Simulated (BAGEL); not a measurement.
# B3LYP/6-311+G(d,p) (density fitting with cc-pvqz-jkfit) run of AlF3 (SMILES F[Al](F)F)

What is the energy change on altering one bond length of AlF3 at B3LYP/6-311+G** (density fitting with cc-pvqz-jkfit)? 

The results are computed with BAGEL 1.2.2.

2 further runs of the same task are left out: 1 that didn't finish, 1 set aside as unsound or not needed.

## 1. The molecule

The species is AlF3 (4 atoms), meant as a singlet with charge 0. As SMILES, `F[Al](F)F`. The shape is that of a PBE0-D4/def2-TZVP optimisation.

Bond lengths: F1–Al2 1.629 Å, Al2–F3 1.629 Å, Al2–F4 1.629 Å. Angles: F1–Al2–F3 120.0°, F1–Al2–F4 120.0°, F3–Al2–F4 120.0°.

## 2. The energy at B3LYP/6-311+G(d,p) (density fitting with cc-pvqz-jkfit)

The input, job.json:

```json
{ "bagel" : [

{
  "title" : "molecule",
  "basis" : "6-311+gss.json",
  "df_basis" : "cc-pvqz-jkfit",
  "angstrom" : true,
  "geometry" : [
    { "atom" : "F", "xyz" : [       0.859410,      -0.722590,       1.180170 ] },
    { "atom" : "Al", "xyz" : [       0.000000,      -0.000010,       0.000000 ] },
    { "atom" : "F", "xyz" : [      -1.440740,      -0.612530,      -0.450110 ] },
    { "atom" : "F", "xyz" : [       0.581330,       1.335130,      -0.730040 ] }
  ]
},

{ "title" : "ks", "xc_func" : "b3lyp", "charge" : 0 },

{ "title" : "print", "file" : "orbitals.molden", "orbitals" : true }

]}
```

The basis set 6-311+G** is read from a file made from the Basis Set Exchange's data (not shown).

Run with:

```bash
$ BAGEL_NUM_THREADS=1 BAGEL job.json > job.out
```

The log of the run:

```text
* using 1 threads per process

  ===============================================================
  ===============================================================

  *** Geometry ***

  { "atom" : "F", "xyz" : [      1.624050,     -1.365497,      2.230198 ] },
  { "atom" : "Al", "xyz" : [      0.000000,     -0.000019,      0.000000 ] },
  { "atom" : "F", "xyz" : [     -2.722604,     -1.157514,     -0.850585 ] },
  { "atom" : "F", "xyz" : [      1.098554,      2.523030,     -1.379576 ] },

  Number of auxiliary basis functions:      466

  Since a DF basis is specified, we compute 2- and 3-index integrals:
    o Being stored without compression. Storage requirement is 0.034 GB

  Number of basis functions:       96
  Number of electrons      :       40

    * METHOD: MOLECULE                             0.14

  *** Kohn-Sham DFT ***

    * Removing 5659 points whose weight is below 1.00e-10
    * Grid points: 53965

  === Nuclear Repulsion ===
   159.6005261539

       - DIIS with orbital gradients will be used.

  === KS iteration (b3lyp / 6-311+gss.json) ===
      0       -452.25381992          0.32053313           0.18
      1       -437.63005371          0.24557976           0.17
      2       -487.28453424          0.25319849           0.17
      3       -536.95683149          0.13448830           0.17
      4       -537.68055051          0.10849923           0.28
      5       -542.11278117          0.01962606           0.16
      6       -542.29256914          0.00530031           0.17
      7       -542.29878091          0.00296879           0.18
      8       -542.30027180          0.00156575           0.18
      9       -542.30082928          0.00008916           0.18
     10       -542.30083106          0.00001384           0.18
     11       -542.30083110          0.00000846           0.19
     12       -542.30083111          0.00000359           0.17
     13       -542.30083111          0.00000090           0.17
     14       -542.30083111          0.00000009           0.18
     15       -542.30083111          0.00000003           0.18
     16       -542.30083111          0.00000002           0.18
     17       -542.30083111          0.00000001           0.18
    * SCF iteration converged.

    * Permanent dipole moment:
           (   -0.000010,     0.000044,     0.000015) a.u.

    * METHOD: KS                                   3.45

    * METHOD: PRINT                                0.01

  ===============================================================
```

Run time: 3.9 s. Hardware: 1 thread of Intel Xeon 6975P-C (Granite Rapids), shared host; peak memory 0.27 GiB.

## 3. The distorted shape, same level

The input, input.json:

```json
{ "bagel": [

{
  "title": "molecule",
  "basis": "6-311+gss.json",
  "df_basis": "cc-pvqz-jkfit",
  "angstrom": true,
  "geometry": [
    { "atom": "F", "xyz": [    1.579744,   -0.416345,    1.405214 ] },
    { "atom": "Al", "xyz": [    0.720334,    0.306235,    0.225044 ] },
    { "atom": "F", "xyz": [   -1.440740,   -0.612530,   -0.450110 ] },
    { "atom": "F", "xyz": [    1.301664,    1.641375,   -0.504996 ] }
  ]
},
{ "title": "ks", "xc_func": "b3lyp" },
{ "title": "print", "file": "orbitals.molden", "orbitals": true }

]}
```

The basis set 6-311+G** is read from a file made from the Basis Set Exchange's data (not shown).

Run with:

```bash
$ BAGEL_NUM_THREADS=1 BAGEL input.json > input.out
```

The log of the run:

```text
* using 1 threads per process

  ===============================================================
  ===============================================================

  *** Geometry ***

  { "atom" : "F", "xyz" : [      2.985284,     -0.786778,      2.655470 ] },
  { "atom" : "Al", "xyz" : [      1.361234,      0.578700,      0.425272 ] },
  { "atom" : "F", "xyz" : [     -2.722604,     -1.157514,     -0.850585 ] },
  { "atom" : "F", "xyz" : [      2.459788,      3.101749,     -0.954304 ] },

  Number of auxiliary basis functions:      466

  Since a DF basis is specified, we compute 2- and 3-index integrals:
    o Being stored without compression. Storage requirement is 0.034 GB

  Number of basis functions:       96
  Number of electrons      :       40

    * METHOD: MOLECULE                             0.14

  *** Kohn-Sham DFT ***

    * Removing 4999 points whose weight is below 1.00e-10
    * Grid points: 54625

  === Nuclear Repulsion ===
   140.6945857669

       - DIIS with orbital gradients will be used.

  === KS iteration (b3lyp / 6-311+gss.json) ===
      0       -425.44930938          0.31361268           0.19
      1       -230.75636954          0.20258223           0.18
      2       -471.64344698          0.27128128           0.18
      3       -500.79200427          0.16041417           0.18
      4       -520.52904623          0.20177418           0.27
      5       -528.15855845          0.09427347           0.17
      6       -540.79219929          0.06818755           0.17
      7       -540.94696109          0.07509029           0.17
      8       -541.90247957          0.02775231           0.18
      9       -541.95407579          0.02587171           0.17
     10       -542.02066631          0.02216178           0.19
     11       -542.17894708          0.00688299           0.18
     12       -542.19165131          0.00103319           0.18
     13       -542.19189454          0.00014709           0.17
     14       -542.19189751          0.00009411           0.16
     15       -542.19189916          0.00005085           0.16
     16       -542.19189978          0.00000485           0.16
     17       -542.19189978          0.00000364           0.16
     18       -542.19189979          0.00000033           0.16
     19       -542.19189979          0.00000006           0.17
     20       -542.19189979          0.00000009           0.17
     21       -542.19189979          0.00000001           0.16
    * SCF iteration converged.

    * Permanent dipole moment:
           (   -1.074491,    -0.456759,    -0.335682) a.u.

    * METHOD: KS                                   4.09

    * METHOD: PRINT                                0.01

  ===============================================================
```

It took 4.5 s on 1 thread of Intel Xeon 6975P-C (Granite Rapids), shared host; peak memory 0.27 GiB.

## 4. What came out

Level: B3LYP/6-311+G** (density fitting with cc-pvqz-jkfit).

| quantity | value |
| --- | --- |
| first shape: total energy | -542.30083 Eh |
| first shape: dipole moment | 0.00 D |
| first shape: HOMO energy | -11.58 eV |
| first shape: LUMO energy | -2.16 eV |
| first shape: HOMO–LUMO gap | 9.42 eV |
| distorted shape: total energy | -542.19190 Eh |
| distorted shape: dipole moment | 3.09 D |
| distorted shape: HOMO energy | -9.33 eV |
| distorted shape: LUMO energy | -4.38 eV |
| distorted shape: HOMO–LUMO gap | 4.95 eV |
| energy change with the Al2–F3 bond stretched from 1.629 to 2.443 Å | 2.964 eV |

With the Al2–F3 bond stretched from 1.629 to 2.443 Å the energy rises by 2.96 eV (68 kcal/mol). The first shape isn't relaxed at this level, so the change isn't measured from a minimum.
